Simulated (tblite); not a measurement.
# C5H16N2Si: the cost of one run

Computed with tblite 0.8.0 and PySCF 2.14.0, with density-fitted response routines of our own, on a single molecule in the gas phase. Atoms are numbered from 0 throughout.

### Step 1. The molecule as given

24 atoms, charge 0, multiplicity 1; geometry from: force field or distance geometry start.

Bonds of the start (Å): C0–N1 1.45, N1–C2 1.47, N1–Si3 1.78, Si3–C4 1.87, Si3–N5 1.78, N5–C6 1.46, N5–C7 1.46, C0–H8 1.11, C0–H9 1.10, C0–H10 1.11, C2–H11 1.10, C2–H12 1.09, C2–H13 1.12, Si3–H14 1.49, C4–H15 1.10, C4–H16 1.10, C4–H17 1.12, C6–H18 1.11, C6–H19 1.12, C6–H20 1.10, C7–H21 1.09, C7–H22 1.13, C7–H23 1.13.

### Step 2. Optimising the geometry with GFN2-xTB

The job: settings as JSON, then the geometry in Å.

```
{"job": {"kind": "relax", "xc": "GFN2-xTB", "basis": "xTB"}, "charge": 0, "multiplicity": 1}
C      2.052500    -1.095100    -1.173100
N      1.446300     0.157300    -0.775500
C      2.500400     0.902900    -0.064400
Si     0.112200    -0.009900     0.384800
C     -0.427200     1.734800     0.801400
N     -1.273600    -0.944700    -0.213200
C     -2.182200    -0.139400    -1.025800
C     -2.055700    -1.315000     0.964100
H      2.828000    -0.868500    -1.938200
H      2.587300    -1.517100    -0.304400
H      1.328700    -1.802800    -1.625300
H      2.541400     1.955200    -0.393000
H      3.445900     0.371000    -0.118600
H      2.220400     0.954800     1.014300
H      0.530700    -0.630800     1.670400
H     -1.527400     1.773300     0.877700
H      0.093800     2.004100     1.735200
H     -0.072300     2.383300    -0.043800
H     -2.898500    -0.799400    -1.561100
H     -2.783200     0.455200    -0.286300
H     -1.660200     0.505900    -1.741000
H     -1.594000    -2.107400     1.559500
H     -2.106500    -0.386100     1.599600
H     -3.118500    -1.562100     0.664100
```

Started as:

```bash
$ OMP_NUM_THREADS=1 python probes_run.py task.json out
```

The driver reads the jobs from task.json and runs them one after another.

Q: Estimate the wall time and peak memory of this first job on 1 thread of Arm Neoverse V2, shared host.

About 1.4 s, with a peak of 0.18 GiB.
